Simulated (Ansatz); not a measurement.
Run this with Ansatz 0.2.0, Python API and show what comes out.

The script, `pdos_ca2zrtio6.py`:
```python
# -*- coding: utf-8 -*-
import sys

import ansatz as az
import numpy as np

vectors = np.array([
    [0.0, 4.023693, 4.023693],
    [4.023693, 0.0, 4.023693],
    [4.023693, 4.023693, 0.0],
])
structure = (
    az.Lattice.of(vectors)
    .atom("Ca", [0.25, 0.25, 0.25])
    .atom("Ca", [0.75, 0.75, 0.75])
    .atom("Zr", [0.5, 0.5, 0.5])
    .atom("Ti", [0.0, 0.0, 0.0])
    .atom("O", [0.757883, 0.242117, 0.242117])
    .atom("O", [0.242117, 0.757883, 0.757883])
    .atom("O", [0.242117, 0.757883, 0.242117])
    .atom("O", [0.757883, 0.242117, 0.757883])
    .atom("O", [0.242117, 0.242117, 0.757883])
    .atom("O", [0.757883, 0.757883, 0.242117])
)

job = structure.calculation()
job = job.occupations("fixed")
job = job.functional("PBE").kpoints(4)
job = job.scf(extra_bands=26)
job = job.density_of_states(projected=True, energy_step=0.1)
try:
    outcome = job.run(threads=1)
except az.NonConvergedError as error:
    sys.exit(f"no convergence: {error}")
except az.RefusalError as error:
    sys.exit(f"input refused: {error}")
summary = outcome.report

dos = outcome.density_of_states()
energy = np.asarray(dos.energies_ev) - dos.fermi_ev
curves = {}
for site in outcome.projected_density_of_states().sites:
    for shell in site.shells:
        weight = sum(np.sum(curve.g_bin_mean_per_ev, axis=0) for curve in shell.curves)
        name = f"{site.species} {shell.label}"
        curves[name] = curves.get(name, 0) + weight

step = energy[1] - energy[0]
windows = [(-6, -3), (-3, 0), (0, 4)]
print("states by shell in windows of E - E_F (eV):", windows)
for name, g in curves.items():
    print(f"{name:8s}", " ".join(f"{step * g[(energy >= a) & (energy < b)].sum():8.3f}" for a, b in windows))
filled = (energy < 0) & (energy > -6)
for name, g in curves.items():
    if g[filled].sum() * step > 0.5:
        print(f"centre of {name}: {np.average(energy[filled], weights=g[filled]):.2f} eV")
```

`python pdos_ca2zrtio6.py` gives:
```text
DeckWarning: basis.ecutwfc = 420 eV, auto-derived from the records' recommended cutoffs: set by Ca (normal level)
states by shell in windows of E - E_F (eV): [(-6, -3), (-3, 0), (0, 4)]
Ca 3S       0.006    0.002    0.000
Ca 4S       0.223    0.143    0.069
Ca 3P       0.024    0.027    0.001
Zr 4S       0.018    0.011    0.000
Zr 5S       0.122    0.041    0.003
Zr 4P       0.019    0.131    0.000
Zr 4D       1.157    0.825    0.524
Ti 3S       0.024    0.018    0.001
Ti 4S       0.122    0.041    0.001
Ti 3P       0.025    0.058    0.000
Ti 3D       1.203    0.844    4.290
O 2S        0.054    0.157    0.007
O 2P        8.110   21.942    0.815
centre of Zr 4D: -3.09 eV
centre of Ti 3D: -3.15 eV
centre of O 2P: -2.13 eV
```
(Warnings from the package without file and line.)

Reading the output:
- Spin is left out of this run.
- Semilocal gaps usually lie well under measured ones.
- The Fermi level of a run with fixed occupations marks the highest occupied state on its mesh, not mid-gap.
- The empty d shell of the heavier alkali and alkaline-earth atoms, which makes much of a conduction band, may have no channel.
- The crystal has a gap of about 2.45 eV on the mesh; bins of finite width blur the band edges.
- This cell is a computed structure, which may not be the phase found in nature.
- Curves are summed over the cell's atoms. Only shells that the potentials hold have channels, so projections don't add up to the total, least of all where a shell is missing (p of most metals); heights and places of peaks move with the mesh.
- The density of states is complete only as far up as bands were computed.
- A band centre counts only the states inside the window taken.
- Hardware and time: 4.4 s on 1 thread of Arm Neoverse V2, with other jobs on the host, peak memory 0.47 GiB.

(A comment or docstring line of the script was reworded after the run, the code is as it ran; lines on the test bed's own set-up are left out of the output.)
